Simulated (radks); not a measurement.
# Dipole-allowed lines with 3 electrons: Li, Be⁺, B²⁺, C³⁺, N⁴⁺, O⁵⁺

Aim: excitation energies and oscillator strengths as poles of the dipole polarisability below minus the highest eigenvalue. Time-dependent linear response with the Hartree and adiabatic LDA kernel follows each ground state. Its values go to the run's result record, not to the log.

Program: radks (a radial shooting solver on a logarithmic mesh, Libxc functionals) version 1. Level of theory: non-relativistic Kohn-Sham, LB94 model potential, spin-polarised, spherical densities, point nucleus; open shells are filled with parallel spins first. These are calculated values, not measurements, unless marked.

## (1) The system

```
species : Li ([He] 2s1), Be⁺ ([He] 2s1), B²⁺ ([He] 2s1), C³⁺ ([He] 2s1), N⁴⁺ ([He] 2s1), O⁵⁺ ([He] 2s1)
```

LB94 adds a gradient term to the LDA potential that gives it a −1/r tail. It is a model potential with no energy functional, so Etot and Exc are not given.

## (2) Li, [He] 2s1

Settings of this run:

```text
Z 3
configuration [He] 2s1 2p0 3s0 3d0
relativity non-relativistic
functional lda,pw
model_potential LB94
spin polarised
nucleus point
response adiabatic LDA kernel, real frequencies
```

Run with:

```console
$ python run_ks.py task.json out
```

This one command runs every case of the session in turn.

## (3) Be⁺, [He] 2s1

Changes since step 2:

```diff
@@ -1,2 +1,2 @@
-Z 3
+Z 4
 configuration [He] 2s1 2p0 3s0 3d0
```

## (4) B²⁺, [He] 2s1

Changes since step 3:

```diff
@@ -1,2 +1,2 @@
-Z 4
+Z 5
 configuration [He] 2s1 2p0 3s0 3d0
```

## (5) C³⁺, [He] 2s1

Changes since step 4:

```diff
@@ -1,2 +1,2 @@
-Z 5
+Z 6
 configuration [He] 2s1 2p0 3s0 3d0
```

## (6) N⁴⁺, [He] 2s1

Changes since step 5:

```diff
@@ -1,2 +1,2 @@
-Z 6
+Z 7
 configuration [He] 2s1 2p0 3s0 3d0
```

## (7) O⁵⁺, [He] 2s1

Changes since step 6:

```diff
@@ -1,2 +1,2 @@
-Z 7
+Z 8
 configuration [He] 2s1 2p0 3s0 3d0
```

Q: Predict the outcome of this session. Wanted: for each run, species; −ε(HOMO); lowest orbital gap; first line; f; strongest line; its f; static α.

As calculated:

```csv
species,−ε(HOMO) (eV),lowest orbital gap (eV),first line (eV),f,strongest line (eV),its f,static α (bohr³),measured (eV)
Li,5.263,2s-2p 1.721,1.866,0.686,1.866,0.686,150.0,2s-2p 1.848
Be⁺,17.936,2s-2p 3.554,3.886,0.429,3.886,0.429,22.44,2s-2p 3.959
B²⁺,37.492,2s-2p 5.327,5.814,0.309,5.814,0.309,7.245,-
C³⁺,63.869,2s-2p 7.076,7.708,0.242,38.312,0.257,3.213,-
N⁴⁺,97.053,2s-2p 8.813,9.586,0.199,57.454,0.286,1.699,-
O⁵⁺,137.04,2s-2p 10.543,11.456,0.169,80.377,0.307,1.005,-
```

In words: In Li the response moves the first line 0.145 eV above the bare orbital gap, and the lines found carry 99 % of the static polarisability. Against the values (averaged over fine structure) of the NIST Handbook of Basic Atomic Spectroscopic Data the first line is off by +0.02 eV in Li, -0.07 eV in Be⁺. Very weak lines can be missed, and lines above minus the highest eigenvalue dissolve into this model's continuum.
